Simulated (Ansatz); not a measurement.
**C2H3AlClNO: one species, many methods**

The task here is to estimate one member of a computed series from the others.

Computed with Ansatz 0.2.0, Gaussian basis. Level: functionals in def2-TZVPP, the program's frozen cores in correlated methods.

Plan: LDA (SPW92), PBE-D4, revPBE-D4, BLYP-D4, r2SCAN-D4, B97M-V, PBE0-D4, B3LYP-D4, r2SCANh-D4, r2SCAN0-D4, HSE06-D4, BHLYP-D4, CAM-B3LYP-D4, LC-ωPBE, ωB97X-V, ωB97M-V, B2PLYP, PBE-QIDH; CCSD(T)/def2-SVP; CCSD(T)/def2-TZVPP; MP2/def2-QZVPP; extrapolation to the limit; RPA on PBE.

## Structure used throughout

An earlier PBE0-D4 in a triple-zeta def2 set relaxation fixed the geometry.

9 atoms, charge 0, spin multiplicity 1.

Atoms are counted from 1 here; the program's logs count them from 0.

Bond lengths: C1–Al2 1.927 Å, C1–H7 1.094 Å, C1–H8 1.091 Å, C1–H9 1.094 Å, Al2–Cl3 2.091 Å, Al2–N4 1.763 Å, N4–C5 1.196 Å, C5–O6 1.165 Å. Angles: Al2–C1–H7 110.4°, Al2–C1–H8 112.2°, Al2–C1–H9 110.5°, H7–C1–H8 108.3°, H7–C1–H9 106.8°, H8–C1–H9 108.4°, C1–Al2–Cl3 122.7°, C1–Al2–N4 121.1°, Cl3–Al2–N4 116.2°, Al2–N4–C5 172.3°, N4–C5–O6 179.1°.

The first run:

in.yaml

```yaml
crystal:
  periodic: [false, false, false]
  atoms:
    - {symbol: C, position_ang: [0.690414, -1.301747, -0.923852]}
    - {symbol: Al, position_ang: [0.238505, -0.233133, 0.614123]}
    - {symbol: Cl, position_ang: [0.831507, -0.739558, 2.554254]}
    - {symbol: N, position_ang: [-0.709345, 1.244656, 0.450812]}
    - {symbol: C, position_ang: [-1.337944, 2.260808, 0.499030]}
    - {symbol: O, position_ang: [-1.952474, 3.250006, 0.527990]}
    - {symbol: H, position_ang: [1.285843, -0.718695, -1.632694]}
    - {symbol: H, position_ang: [1.256790, -2.194501, -0.653999]}
    - {symbol: H, position_ang: [-0.214796, -1.613937, -1.452765]}
basis:
  gaussian: {orbitals: def2-TZVPP}
hamiltonian: {xc: lda}
output: {orbitals: {seedname: orbitals}}
```

Run with:

```sh
> ansatz run in.yaml --threads 4 --pin off --events-out ev --progress --plain --max-ram 10444MiB
```

Among the steps run: LDA; PBE-D4 (GGA); revPBE-D4 (GGA); BLYP-D4 (GGA); r2SCAN-D4 (meta-GGA); B97M-V (meta-GGA); B3LYP-D4 (hybrid); r2SCANh-D4 (hybrid); r2SCAN0-D4 (hybrid); HSE06-D4 (hybrid); BHLYP-D4 (hybrid); CAM-B3LYP-D4 (range-separated); LC-ωPBE (range-separated); ωB97X-V (range-separated); ωB97M-V (range-separated); B2PLYP (double hybrid); PBE-QIDH (double hybrid).

One table of the session follows, with a row left open; its other results are not shown here.

It belongs to the step «Frontier levels by functional». 

| functional | HOMO (eV) | gap (eV) |
| --- | --- | --- |
| LDA (SPW92) | -7.49 | 5.38 |
| PBE-D4 | -7.27 | 5.44 |
| revPBE-D4 | -7.19 | 5.49 |
| BLYP-D4 | -7.13 | 5.42 |
| r2SCAN-D4 | -7.59 | 6.09 |
| B97M-V | -7.59 | 6.01 |
| PBE0-D4 | -8.66 | 7.63 |
| B3LYP-D4 | -8.41 | 7.15 |
| r2SCANh-D4 | ? | ? |
| r2SCAN0-D4 | -8.89 | 8.05 |
| HSE06-D4 | -8.26 | 6.86 |
| BHLYP-D4 | -9.95 | 9.72 |
| CAM-B3LYP-D4 | -10.03 | 9.93 |
| LC-ωPBE | -11.38 | 12.40 |
| ωB97X-V | -11.01 | 11.92 |
| ωB97M-V | -10.89 | 11.54 |

Q: Estimate the row for r2SCANh-D4 from the others.

Worked estimate for «HOMO (eV)». Against the share of exact exchange, r2SCAN-D4 (0, -7.59), r2SCAN0-D4 (0.25, -8.89) give a slope of -5.20 per unit share; at 0.1 the line stands at -8.11.

As computed: HOMO (eV): -8.11; gap (eV): 6.88. In «HOMO (eV)» the line misses by 0.00.
